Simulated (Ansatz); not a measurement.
Geometry optimisation, DFT r2SCAN, scalar-relativistic, plane waves, PAW in Ansatz 0.2.0.

The input (input.yaml):

```yaml
crystal:
  lattice:
    - [0.0, 5.43, 5.43]
    - [5.43, 0.0, 5.43]
    - [5.43, 5.43, 0.0]
  atoms:
    - { symbol: Si, position: [0.0, 0.0, 0.0] }
    - { symbol: Si, position: [0.125, 0.125, 0.125] }
    - { symbol: Si, position: [0.0, 0.0, 0.5] }
    - { symbol: Si, position: [0.125, 0.125, 0.625] }
    - { symbol: Si, position: [0.0, 0.5, 0.0] }
    - { symbol: Si, position: [0.125, 0.625, 0.125] }
    - { symbol: Si, position: [0.0, 0.5, 0.5] }
    - { symbol: Si, position: [0.125, 0.625, 0.625] }
    - { symbol: Si, position: [0.5, 0.0, 0.0] }
    - { symbol: Si, position: [0.625, 0.125, 0.125] }
    - { symbol: Si, position: [0.5, 0.0, 0.5] }
    - { symbol: Si, position: [0.625, 0.125, 0.625] }
    - { symbol: Si, position: [0.5, 0.5, 0.0] }
    - { symbol: Si, position: [0.625, 0.625, 0.125] }
    - { symbol: Si, position: [0.5, 0.5, 0.5] }
    - { symbol: Si, position: [0.625, 0.625, 0.625] }
    - { symbol: Li, position: [0.38238491, 0.37140104, 0.37403069] }
total_charge: 1
basis:
  ecutwfc: 500.0
kpoints:
  mp_grid: { grid: [2, 2, 2] }
hamiltonian:
  xc: r2scan
  pseudopotentials: { kind: paw, azcp: { folder: soft_1 } }
scf:
  occupations: { method: gaussian, width: 0.02 }
  lower_state_search: "off"
relax:
  f_tol: 0.03
  max_steps: 60
  adjacent_minimum: "off"
output:
  write_density: true
  write_potential: true
  elf: true
  volumetric_format: npy
```

Run as:

```bash
$ ansatz run input.yaml --threads 2 --pin off --max-ram 5120MiB --backend cpu --events-out ev --progress --plain --runs-dir out
```

Question: Where does it end, and by what steps?

Answer: The run converged. Limits of this set-up: a small cell, in which the defect meets its images, charged cell in a uniform background, uncorrected. After 2 steps the energy has fallen by 0.122 eV; Si11 moved furthest, 0.05 Å.

```tsv
step	energy less start (eV)	largest force component (eV/Å)	accepted
0	0.0000	0.630	yes
1	-0.1183	0.087	yes
2	-0.1218	0.026	yes
```

```xyz
17
Lattice="0.0000 5.4300 5.4300 5.4300 0.0000 5.4300 5.4300 5.4300 0.0000" Properties=species:S:1:pos:R:3
Si 0.008 0.010 0.009
Si 1.358 1.357 1.357
Si 2.705 2.707 0.010
Si 4.071 4.074 1.337
Si 2.706 0.010 2.707
Si 4.071 1.338 4.074
Si 5.451 2.694 2.693
Si 6.808 4.074 4.074
Si 0.009 2.706 2.706
Si 1.335 4.073 4.073
Si 2.688 5.457 2.689
Si 4.072 6.811 4.073
Si 2.689 2.690 5.456
Si 4.072 4.073 6.810
Si 5.456 5.457 5.457
Si 6.784 6.792 6.790
Li 4.065 4.084 4.079
```

Whether the end is a true minimum wasn't checked by a vibrational analysis.

Time of the run: 57 s on 2 threads of Arm Neoverse V2, with other jobs on the host, peak memory 1.6 GiB.
